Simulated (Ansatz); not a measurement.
# MnO (quartet): relaxing a cheap start

Aim: relax a generated start of MnO (quartet) and see which bonds hold.

Computed with Ansatz 0.2.0, Gaussian basis. Level: UKS PBE0/def2-TZVP.

### 1 Starting geometry

2 atoms, charge 0, spin multiplicity 4.

Atoms are counted from 1 here; the program's logs count them from 0.

Bond lengths: Mn1–O2 2.050 Å.

The start is set by covalent radii. Sticks and bond lists go by distance. 

### 2 The run

Input file in.yaml:

```yaml
crystal:
  periodic: [false, false, false]
  atoms:
    - {symbol: Mn, position_ang: [0.000000, 0.000000, 0.000000]}
    - {symbol: O, position_ang: [0.000000, 0.000000, 2.050000]}
basis:
  gaussian: {orbitals: def2-TZVP}
magnetization: {spin_polarized: true, initial_magnetization: 3}
hamiltonian: {xc: pbe0}
relax: {f_tol: 0.004, max_steps: 80}
```

Command:

```bash
$ ansatz run in.yaml --threads 1 --pin off --events-out ev --progress --plain --max-ram 2176MiB
```

What does the calculation give? Wanted: energy gained; shift from the start; total energy; dipole moment; ⟨S²⟩.

As calculated:

| quantity | value |
| --- | --- |
| steps | 5 |
| energy gained | 0.464 eV |
| shift from the start (rms) | 0.154 Å |
| total energy | -33357.7923 eV |
| dipole moment | 3.19 D |
| ⟨S²⟩ | 5.079 |

What this shows: The bonds of the start are those of the end. Mn1–O2 went from 2.050 to 1.743 Å. The determinant is spin-contaminated (excess 1.33). No vibrations were run, so this is a stationary point, not a proven minimum, and this spin need not be the ground state's.
